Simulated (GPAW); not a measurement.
# InSb3 (Pm-3m) in GPAW: further runs

Aim: see how the results for InSb3 move with the level of theory and the settings. Levels: PBE, LDA. Tasks: single point.

All numbers are computed with GPAW 26.7.0; they aren't measurements. Logs are shortened: lines on timing, memory, paths and dates and some standing lists are left out, and cuts for length are marked. The log counts tension as positive stress, the text compression.

### Step 1. The structure

The structure is cubic, space group Pm-3m (No. 221). Conventional cell: a = 4.806 Å, b = 4.806 Å, c = 4.806 Å, α = 90.00°, β = 90.00°, γ = 90.00°. Sb (site symmetry 4/mmm) is surrounded by 8 Sb at 3.40 Å and 4 In at 3.40 Å. In (site symmetry m-3m) has 12 Sb at 3.40 Å as nearest neighbours.

The cell comes from a database or a generator and needn't be the stable form of this composition.

### Step 2. Single point, PBE

run.py

```python
from ase.dft.bandgap import bandgap
from ase.io import read, write
from ase.units import GPa
from gpaw import GPAW, PW

atoms = read('InSb3.xyz')

calc = GPAW(mode=PW(600),
            xc='PBE',
            kpts={'size': (6, 6, 6), 'gamma': True},
            occupations={'name': 'methfessel-paxton', 'order': 0, 'width': 0.05},
            nbands=45,
            convergence={'density': 1e-05, 'energy': 1e-05},
            maxiter=150,
            txt='gpaw.txt')
atoms.calc = calc
energy = atoms.get_potential_energy()
forces = atoms.get_forces()
stress = atoms.get_stress()
calc.write('gs.gpw')
write('result.traj', atoms)
print(f'Energy: {energy:.6f} eV')
print('Forces (eV/A):')
print(forces.round(4))
print('Stress (GPa):', (stress / GPa).round(3))
print('Fermi level:', round(calc.get_fermi_level(), 4), 'eV')
print(f'Gap: {bandgap(calc)[0]:.4f} eV, direct: {bandgap(calc, direct=True)[0]:.4f} eV')
```

InSb3.xyz

```xyz
4
Lattice="4.8063670000 0.0000000000 0.0000000000 0.0000000000 4.8063670000 0.0000000000 0.0000000000 0.0000000000 4.8063670000" Properties=species:S:1:pos:R:3 pbc="T T T"
Sb     2.4031835000      2.4031835000      0.0000000000
Sb     0.0000000000      2.4031835000      2.4031835000
Sb     2.4031835000      0.0000000000      2.4031835000
In     0.0000000000      0.0000000000      0.0000000000
```

Potentials or basis: GPAW PAW data sets (gpaw-data 1.2.1), pw.

Started as:

```
> OMP_NUM_THREADS=1 python run.py
```

gpaw.txt:

```text
__  _  _
 | _ |_)|_||  |
 |__||  | ||/\| - 26.7.0

Input parameters:
  mode=PW(ecut=600.0),
  convergence={'density': 1e-05, 'energy': 1e-05},
  kpts=MonkhorstPack(size=(6, 6, 6), gamma=True),
  maxiter=150,
  nbands=45,
  occupations=Occupations(name='methfessel-paxton', order=0, width=0.05),
  xc=XC(name='PBE')

Diagonalizing LCAO Hamiltonian
Converting LCAO to pw mode
    .-----------.
   /|           |
  / |           |
 *  |           |
 |  |           |
 |Sb|           |
 |  .--Sb-------.
 | /           /
 |/     Sb    /
 In----------*

Atoms  # Å, Bohr magnetons
|   | symbol |        x |        y |        z |    initial magnetic moments |
|---|--------|----------|----------|----------|-----------------------------|
| 0 |     Sb | 2.403183 | 2.403183 | 0.000000 | ( 0.0000,  0.0000,  0.0000) |
| 1 |     Sb | 0.000000 | 2.403183 | 2.403183 | ( 0.0000,  0.0000,  0.0000) |
| 2 |     Sb | 2.403183 | 0.000000 | 2.403183 | ( 0.0000,  0.0000,  0.0000) |
| 3 |     In | 0.000000 | 0.000000 | 0.000000 | ( 0.0000,  0.0000,  0.0000) |

Unit cell  # Å
| periodic |        x |        y |        z |  lengths |    angles |
|----------|----------|----------|----------|----------|-----------|
|      yes | 4.806367 | 0.000000 | 0.000000 | 4.806367 | 90.000000 |
|      yes | 0.000000 | 4.806367 | 0.000000 | 4.806367 | 90.000000 |
|      yes | 0.000000 | 0.000000 | 4.806367 | 4.806367 | 90.000000 |

Number of symmetries: 48
Symmetry operations  # r_c * U_cc + t_c -> r_c
|    | kind |            matrix            |
|----|------|------------------------------|
|  0 |  E   |  1, 0, 0,  0, 1, 0,  0, 0, 1 |
|  1 |  σ   |  1, 0, 0,  0, 1, 0,  0, 0,-1 |
|  2 |  σ   |  1, 0, 0,  0, 0, 1,  0, 1, 0 |
|  3 |  C4  |  1, 0, 0,  0, 0, 1,  0,-1, 0 |
|  4 |  C4  |  1, 0, 0,  0, 0,-1,  0, 1, 0 |
|  5 |  σ   |  1, 0, 0,  0, 0,-1,  0,-1, 0 |
|  6 |  σ   |  1, 0, 0,  0,-1, 0,  0, 0, 1 |
|  7 |  C2  |  1, 0, 0,  0,-1, 0,  0, 0,-1 |
|  8 |  σ   |  0, 1, 0,  1, 0, 0,  0, 0, 1 |
|  9 |  C2  |  0, 1, 0,  1, 0, 0,  0, 0,-1 |
| 10 |  C3  |  0, 1, 0,  0, 0, 1,  1, 0, 0 |
| 11 |  S6  |  0, 1, 0,  0, 0, 1, -1, 0, 0 |
| 12 |  S6  |  0, 1, 0,  0, 0,-1,  1, 0, 0 |
| 13 |  C3  |  0, 1, 0,  0, 0,-1, -1, 0, 0 |
| 14 |  C4  |  0, 1, 0, -1, 0, 0,  0, 0, 1 |
| 15 |  S4  |  0, 1, 0, -1, 0, 0,  0, 0,-1 |
| 16 |  C3  |  0, 0, 1,  1, 0, 0,  0, 1, 0 |
| 17 |  S6  |  0, 0, 1,  1, 0, 0,  0,-1, 0 |
| 18 |  σ   |  0, 0, 1,  0, 1, 0,  1, 0, 0 |
| 19 |  C4  |  0, 0, 1,  0, 1, 0, -1, 0, 0 |
| 20 |  C2  |  0, 0, 1,  0,-1, 0,  1, 0, 0 |
| 21 |  S4  |  0, 0, 1,  0,-1, 0, -1, 0, 0 |
| 22 |  S6  |  0, 0, 1, -1, 0, 0,  0, 1, 0 |
| 23 |  C3  |  0, 0, 1, -1, 0, 0,  0,-1, 0 |
| 24 |  S6  |  0, 0,-1,  1, 0, 0,  0, 1, 0 |
| 25 |  C3  |  0, 0,-1,  1, 0, 0,  0,-1, 0 |
| 26 |  C4  |  0, 0,-1,  0, 1, 0,  1, 0, 0 |
| 27 |  σ   |  0, 0,-1,  0, 1, 0, -1, 0, 0 |
| 28 |  S4  |  0, 0,-1,  0,-1, 0,  1, 0, 0 |
| 29 |  C2  |  0, 0,-1,  0,-1, 0, -1, 0, 0 |
| 30 |  C3  |  0, 0,-1, -1, 0, 0,  0, 1, 0 |
| 31 |  S6  |  0, 0,-1, -1, 0, 0,  0,-1, 0 |
| 32 |  C4  |  0,-1, 0,  1, 0, 0,  0, 0, 1 |
| 33 |  S4  |  0,-1, 0,  1, 0, 0,  0, 0,-1 |
| 34 |  S6  |  0,-1, 0,  0, 0, 1,  1, 0, 0 |
| 35 |  C3  |  0,-1, 0,  0, 0, 1, -1, 0, 0 |
| 36 |  C3  |  0,-1, 0,  0, 0,-1,  1, 0, 0 |
| 37 |  S6  |  0,-1, 0,  0, 0,-1, -1, 0, 0 |
| 38 |  σ   |  0,-1, 0, -1, 0, 0,  0, 0, 1 |
| 39 |  C2  |  0,-1, 0, -1, 0, 0,  0, 0,-1 |
| 40 |  σ   | -1, 0, 0,  0, 1, 0,  0, 0, 1 |
| 41 |  C2  | -1, 0, 0,  0, 1, 0,  0, 0,-1 |
| 42 |  C2  | -1, 0, 0,  0, 0, 1,  0, 1, 0 |
| 43 |  S4  | -1, 0, 0,  0, 0, 1,  0,-1, 0 |
| 44 |  S4  | -1, 0, 0,  0, 0,-1,  0, 1, 0 |
| 45 |  C2  | -1, 0, 0,  0, 0,-1,  0,-1, 0 |
| 46 |  C2  | -1, 0, 0,  0,-1, 0,  0, 0, 1 |
| 47 |  i   | -1, 0, 0,  0,-1, 0,  0, 0,-1 |

BZ-sampling:
  Number of BZ points: 216
  Number of IBZ points: 20

  Monkhorst-Pack size: [6, 6, 6]
  Monkhorst-Pack shift: [0.08333333333333333, 0.08333333333333333, 0.08333333333333333]

K-points  # in reciprocal-cell coordinates
|     |                                coordinates |     weight |
|-----|--------------------------------------------|------------|
|   0 | (  0.00000000,   0.00000000,   0.00000000) | 0.00462963 |
|   1 | (  0.16666667,   0.00000000,   0.00000000) | 0.02777778 |
|   2 | (  0.16666667,   0.16666667,   0.00000000) | 0.05555556 |
|   3 | (  0.16666667,   0.16666667,   0.16666667) | 0.03703704 |
|   4 | (  0.33333333,   0.00000000,   0.00000000) | 0.02777778 |
|   5 | (  0.33333333,   0.16666667,   0.00000000) | 0.11111111 |
|   6 | (  0.33333333,   0.16666667,   0.16666667) | 0.11111111 |
|   7 | (  0.33333333,   0.33333333,   0.00000000) | 0.05555556 |
|   8 | (  0.33333333,   0.33333333,   0.16666667) | 0.11111111 |
|   9 | (  0.33333333,   0.33333333,   0.33333333) | 0.03703704 |
| ... |                                            |            |
|  19 | (  0.50000000,   0.50000000,   0.50000000) | 0.00462963 |

Plane wave coefficients: 3755
Cutoff: 600.0 eV

Spin-components: 1 (collinear spins)
Bands:           45
Projectors:      24
Spin-degeneracy: 2
Datatype:        complex128

Parallelization:
  kpt:    1
  domain: 1
  band:   1

Density:
  Valence electrons: 58.0
  Components: 1
  Grid points: [28 28 28]
  Charge: 0.0  # |e|

Potential:
  Grid points: [28 28 28]

species:
  Sb:
    name:    Antimony
    Z:       51.0
    valence: 15
    core:    36
    charge:  0.0  # [|e|]
    compensation charges:
      type: gauss
      rc: 0.36  # [Å]
      lmax: 2
    cutoffs:
      filter: 2.23  # [Å]
      core: 2.23  # [Å]
    projectors
    | kind |    occ | energy [eV] | rcut [Å] |
    |------|--------|-------------|----------|
    |   5s |  2.000 |     -12.815 |    1.154 |
    |   5p |  3.000 |      -4.830 |    1.233 |
    |   4d | 10.000 |     -33.514 |    1.196 |
    |    s |        |      14.396 |    1.154 |
    |    p |        |      22.381 |    1.233 |
    |    d |        |      -6.303 |    1.196 |

    Using partial waves for Sb as LCAO basis

  In:
    name:    Indium
    Z:       49.0
    valence: 13
    core:    36
    charge:  0.0  # [|e|]
    compensation charges:
      type: gauss
      rc: 0.36  # [Å]
      lmax: 2
    cutoffs:
      filter: 2.09  # [Å]
      core: 2.48  # [Å]
    projectors
    | kind |    occ | energy [eV] | rcut [Å] |
    |------|--------|-------------|----------|
    |   5s |  2.000 |      -8.203 |    1.185 |
    |   5p |  1.000 |      -2.521 |    1.244 |
    |   4d | 10.000 |     -18.629 |    1.148 |
    |    s |        |      19.008 |    1.185 |
    |    p |        |      24.691 |    1.244 |
    |    d |        |       8.583 |    1.148 |

    Using partial waves for In as LCAO basis

Reference energy: -688820.094404  # eV

eigensolver:
  PPCG
  Converge bands: occupied
  niter=2

density mixing:
  MSR1-Mixer
  Pratt-step length: 0.05
  Maximum mixing coefficient: 0.75
  Old densities: 10
  SVD Regularization: 0.005
  Good broyden scale: 1.0
  Trust region scale: 1.0
  Backstep threshold: 4.0
  History deletion threshold: 6.0
  Fourier metric: weight=20.0, sigma=0.015

occupation numbers:
  Methfessel-Paxton:
    width: 0.0500  # eV
    order: 0

poisson solver:
  ecut: 4800.0  # eV

xc functional:
  name: PBE with 2 nearest neighbor stencil

convergence criteria:
- Maximum integral of absolute [dens]ity change: 1e-05 electrons / valence electron
- Maximum [total energy] change in last 3 cyles: 1e-05 eV / valence electron
- Maximum integral of absolute [eigenst]ate change: 4e-08 eV^2 / valence electron
maximum number of iterations: 150

SCF iterations
|iter     | |      energy | eigst |  dens |
|---------|-|-------------|-------|-------|
|iter:   1| |  -15.118526 | +0.61 |       |
|iter:   2| |  -15.282635 | -1.19 | -1.83 |
|iter:   3| |  -15.264869 | -2.21 | -1.83 |
|iter:   4| |  -15.258001 | -3.32 | -2.23 |
|iter:   5| |  -15.254814 | -4.51 | -2.35 |
|iter:   6| |  -15.254260 | -4.90 | -2.77 |
|iter:   7| |  -15.254262c| -6.21 | -3.67 |
|iter:   8| |  -15.254264c| -6.60 | -4.16 |
|iter:   9| |  -15.254264c| -7.46c| -4.92 |
|iter:  10| |  -15.254264c| -8.14c| -5.54c|

Converged in 10 steps
Energy contributions relative to reference atoms: (reference = -688820.094404)

Energy contributions:
  Kinetic:           9.532964
  Coulomb:         -10.834265
  Zero:              0.693566
  External:          0.000000
  Xc:              -14.644861
  Entropy:          -0.003334
  Spinorbit:         0.000000
  ----------------------------
  Free energy:     -15.255931
  Extrapolated:    -15.254264

dipole moment: (-33.614054, -33.614054, -33.614054)  # |e|*Ang

Fermi level: 7.432
Eigenvalues  # (at kpt = [0.000, 0.000, 0.000])
| band index |      eig [eV] | occ [0-2] |
|------------|---------------|-----------|
|          0 |       -21.866 |     2.000 |
|        ... |               |           |
|         19 |        -7.004 |     2.000 |
|         20 |        -4.721 |     2.000 |
|         21 |        -0.024 |     2.000 |
|         22 |        -0.024 |     2.000 |
|         23 |         3.146 |     2.000 |
|         24 |         3.146 |     2.000 |
[... 8 lines left out ...]
|         33 |        12.176 |     0.000 |
|         34 |        12.176 |     0.000 |
|        ... |               |           |
|         44 |        18.538 |     0.000 |

No gap
No difference between direct/indirect transitions

Forces  # eV/Ang
|        x |        y |        z |
|----------|----------|----------|
| -0.00000 | -0.00000 | -0.00000 |  # Sb   0
| -0.00000 |  0.00000 | -0.00000 |  # Sb   1
| -0.00000 | -0.00000 | -0.00000 |  # Sb   2
| -0.00000 | -0.00000 | -0.00000 |  # In   3

Stress tensor  # eV/Ang^3
|         x |         y |        z |
|-----------|-----------|----------|
|  0.000634 | -0.000000 | 0.000000 |
| -0.000000 |  0.000634 | 0.000000 |
|  0.000000 |  0.000000 | 0.000634 |

# Writing to gs.gpw (mode='')
```

It took 52 s on 1 thread of Intel Xeon at 2.70GHz, shared host; peak memory 0.24 GiB.

What came out:

| Quantity | Value |
| --- | --- |
| Free energy | -15.2559 eV |
| Pressure | -0.1 GPa |
| Band gap on the k mesh | none (metal or under the smearing width) |

Levels at points of the mesh, in eV from the Fermi level:
| k point | band 27 | band 28 | band 29 | band 30 | band 31 | band 32 |
| --- | --- | --- | --- | --- | --- | --- |
| (0.00, 0.00, 0.00) | -3.57 | 0.43 | 0.43 | 0.43 | 1.72 | 1.72 |
| (0.50, 0.00, 0.00) | -2.11 | -2.11 | -1.11 | -0.84 | 1.99 | 2.16 |
| (0.50, 0.50, 0.00) | -1.64 | -1.34 | -1.11 | -1.11 | -0.46 | 1.02 |
| (0.50, 0.50, 0.50) | -4.98 | -4.78 | 3.50 | 3.50 | 3.55 | 3.55 |

Spin-orbit coupling is left out, which matters for the levels of Sb.

### Step 3. Single point, LDA

Changes to run.py since step 2:

```diff
@@ -5,6 +5,6 @@
 
-atoms = read('InSb3.xyz')
+atoms = read('POSCAR')
 
 calc = GPAW(mode=PW(600),
-            xc='PBE',
+            xc='LDA',
             kpts={'size': (6, 6, 6), 'gamma': True},
```

POSCAR

```
InSb3
1.0
    4.8063670000      0.0000000000      0.0000000000
    0.0000000000      4.8063670000      0.0000000000
    0.0000000000      0.0000000000      4.8063670000
Sb In
3 1
Direct
    0.5000000000      0.5000000000      0.0000000000
    0.0000000000      0.5000000000      0.5000000000
    0.5000000000      0.0000000000      0.5000000000
    0.0000000000      0.0000000000      0.0000000000
```

Potentials or basis: the program's PAW data sets (release 1.2.1) made for this functional, pw.

Started as:

```
> OMP_NUM_THREADS=1 python run.py
```

It took 69 s on 1 thread of Intel Xeon at 2.70GHz, shared host; peak memory 0.24 GiB.

It converged, with:

```yaml
Free_energy: -17.9827 eV
Pressure: -4.1 GPa
Band_gap_on_the_k_mesh: none (metal or under the smearing width)
```

Levels at points of the mesh, in eV from the Fermi level:
| k point | band 27 | band 28 | band 29 | band 30 | band 31 | band 32 |
| --- | --- | --- | --- | --- | --- | --- |
| (0.00, 0.00, 0.00) | -3.70 | 0.41 | 0.41 | 0.41 | 1.67 | 1.67 |
| (0.50, 0.00, 0.00) | -2.09 | -2.09 | -1.08 | -0.83 | 1.88 | 2.12 |
| (0.50, 0.50, 0.00) | -1.67 | -1.33 | -1.09 | -1.09 | -0.54 | 1.02 |
| (0.50, 0.50, 0.50) | -4.95 | -4.89 | 3.42 | 3.42 | 3.48 | 3.48 |

The run has no spin-orbit coupling, so splittings on Sb are missing.
